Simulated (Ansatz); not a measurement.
**AlRu: stress in a strained cell**

Aim: deform AlRu (equal xy, yz and zx engineering shear strains of +2 %) and compute stress, forces and field gradients with LAPW, PAW and all-electron datasets made for the crystal.

Method: DFT PBEsol, scalar-relativistic, in Ansatz 0.2.0.

### 1 The starting structure

Symmetry: Pm-3m, No. 221, cubic system. The conventional cell has a = 2.992 Å, b = 2.992 Å, c = 2.992 Å, α = 90.00°, β = 90.00°, γ = 90.00°. Around Al (site symmetry m-3m) lie 8 Ru at 2.59 Å. Ru (site symmetry m-3m) has 8 Al at 2.59 Å as nearest neighbours.

Structure file:

```
CELL_PARAMETERS angstrom
2.99160 0.00000 0.00000
0.00000 2.99160 0.00000
0.00000 0.00000 2.99160
ATOMIC_POSITIONS crystal
Al 0.00000 0.00000 0.00000
Ru 0.50000 0.50000 0.50000
```

Atoms are numbered in the order of the input: Al1, Ru2.

### 2 The deformed structure

Space group Pm-3m before, R-3m after.

### 3 Full-potential LAPW

input.yaml

```yaml
crystal:
  lattice:
    - [2.9916, 0.029916, 0.029916]
    - [0.029916, 2.9916, 0.029916]
    - [0.029916, 0.029916, 2.9916]
  atoms:
    - { symbol: Al, position: [0.0, 0.0, 0.0] }
    - { symbol: Ru, position: [0.5, 0.5, 0.5] }
kpoints:
  mp_grid: { grid: [12, 12, 12] }
  band_path:
    path:
      - [0.0, 0.0, 0.0]
      - [0.5, 0.5, 0.5]
      - [0.5193194925, 0.4806805075, 0.5]
      - [0.5, -0.4806805075, 0.4806805075]
      - [0.5, 0.0, 0.0]
      - [0.0, 0.0, 0.0]
      - [0.4903402537, -0.4903402537, 0.0]
      - [0.5096597463, 0.0, 0.4903402537]
      - [0.5, 0.0, 0.5]
    npoints: 5
scf:
  occupations: { method: fermi_dirac, width: 0.05 }
hamiltonian:
  xc: pbesol
  pseudopotentials: { kind: all_electron, lapw: { basis_error: 0.001 } }
output:
  forces: true
  stress: true
  eigenvalues: true
```

Launch:

```console
$ ansatz run input.yaml --threads 1 --pin off --max-ram 3072MiB --backend cpu --events-out ev --progress --plain --runs-dir out
```

### 4 PAW with frozen cores

input.yaml

```yaml
crystal:
  lattice:
    - [2.9916, 0.029916, 0.029916]
    - [0.029916, 2.9916, 0.029916]
    - [0.029916, 0.029916, 2.9916]
  atoms:
    - { symbol: Al, position: [0.0, 0.0, 0.0] }
    - { symbol: Ru, position: [0.5, 0.5, 0.5] }
kpoints:
  mp_grid: { grid: [12, 12, 12] }
scf:
  occupations: { method: fermi_dirac, width: 0.05 }
hamiltonian:
  xc: pbesol
  pseudopotentials: { kind: paw }
output:
  forces: true
  stress: true
  eigenvalues: true
  efg: { contact_densities: true }
```

### 5 Datasets made for this crystal

Edit input.yaml of step 4 so:

```diff
@@ -14,3 +14,3 @@
   xc: pbesol
-  pseudopotentials: { kind: paw }
+  pseudopotentials: { kind: all_electron, datasets: crystal }
 output:
```

(Steps that only read results are left out.)

Q: Predict the outcome of this session. Wanted: pressure; largest shear or deviatoric stress.

As calculated:

| quantity | value |
| --- | --- |
| pressure | LAPW -3.19, PAW -3.14, crystal datasets -3.19 GPa |
| largest shear or deviatoric stress (LAPW) | 2.42 GPa |

What this shows: The largest part of the stress beyond the pressure is 2.42 GPa in size; the atoms are carried along and not relaxed. No run of the undeformed cell stands beside it, so the pressure holds what the given cell had before the change. PAW: stress within 0.05 GPa of LAPW. Crystal datasets: stress within 0.01 GPa of LAPW.
